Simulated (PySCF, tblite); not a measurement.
# C₄H₈F₂Si: geometry, infrared bands and NMR shifts

Wanted: the infrared bands and NMR shifts of C₄H₈F₂Si (`FC(F)[C@@H]1CC[SiH2]1`), by calculation.

Computed with tblite 0.8.0 and PySCF 2.14.0, with density-fitted response routines of our own, on a single molecule in the gas phase. Atoms count from 0, in the outputs and in this text.

## 1. The starting structure

15 atoms, charge 0, multiplicity 1; geometry from: force field or distance geometry start.

Bonds of the start (Å): F0–C1 1.36, C1–F2 1.38, C1–C3 1.50, C3–C4 1.57, C4–C5 1.56, C5–Si6 1.90, Si6–C3 1.89, C1–H7 1.08, C3–H8 1.10, C4–H9 1.10, C4–H10 1.09, C5–H11 1.10, C5–H12 1.08, Si6–H13 1.48, Si6–H14 1.49.

## 2. Relaxing the molecule with GFN2-xTB

Job settings and geometry (Å):

```
{"job": {"kind": "relax", "xc": "GFN2-xTB", "basis": "xTB"}, "charge": 0, "multiplicity": 1}
F      2.659100     0.861000     0.179800
C      1.854100    -0.218100    -0.018400
F      2.453600    -1.249600     0.668900
C      0.513600     0.045300     0.595600
C     -0.602200    -1.030400     0.325100
C     -1.784400    -0.007000     0.260800
Si    -0.543700     1.292600    -0.351100
H      1.846500    -0.468600    -1.069600
H      0.585100     0.301200     1.667000
H     -0.468400    -1.588800    -0.617000
H     -0.709400    -1.786000     1.104800
H     -2.206700     0.236800     1.243500
H     -2.589600    -0.262400    -0.418300
H     -0.323000     1.246800    -1.818500
H     -0.688900     2.635100     0.282900
```

Launch:

```console
$ OMP_NUM_THREADS=1 python probes_run.py task.json out
```

One launch serves the whole session: the jobs run in the order shown.

**Question.** This job is followed by: GFN2-xTB harmonic vibrations, gas phase; GIAO PBE0/pcSseg-1 NMR shielding, non-relativistic, gas phase. What will the session give for the following? strongest single infrared mode (GFN2-xTB); zero-point energy (GFN2-xTB); 13C shifts against TMS (PBE0/pcSseg-1); 1H shifts against TMS (PBE0/pcSseg-1); 19F shifts against CFCl3 (PBE0/pcSseg-1); 29Si shifts against TMS (PBE0/pcSseg-1).

The runs gave:

| quantity | value |
| --- | --- |
| strongest single infrared mode (GFN2-xTB) | 2288 cm⁻¹, 350 km/mol |
| zero-point energy (GFN2-xTB) | 68.7 kcal/mol |
| 13C shifts against TMS (PBE0/pcSseg-1) | 127.7, 33.8, 23.7, 7.3 ppm |
| 1H shifts against TMS (PBE0/pcSseg-1) | 6.16, 4.83, 4.79, 2.58, 2.53, 2.09, 1.57, 1.37 ppm |
| 19F shifts against CFCl3 (PBE0/pcSseg-1) | -127.5, -129.0 ppm |
| 29Si shifts against TMS (PBE0/pcSseg-1) | -34.7 ppm |

**Reading.** Relaxing lowered the energy by 0.274 eV in 67 steps; the close pair that moved most is C3–Si6, from 1.889 to 1.923 Å. All 39 modes are real, so the xTB geometry is a minimum. The strongest single mode, at 2288 cm⁻¹, moves mainly H13. Unscaled tight-binding wavenumbers are off by several per cent, some by more. Its intensities can rank the bands wrongly. The most deshielded hydrogen is H7 (hydrogen on an sp3 CH bonded to 2 F), at 6.16 ppm: its carbon carries F, an electronegative neighbour. At PBE0/pcSseg-1: The largest span, 159 ppm, is at F0, where the paramagnetic term is -172 ppm.
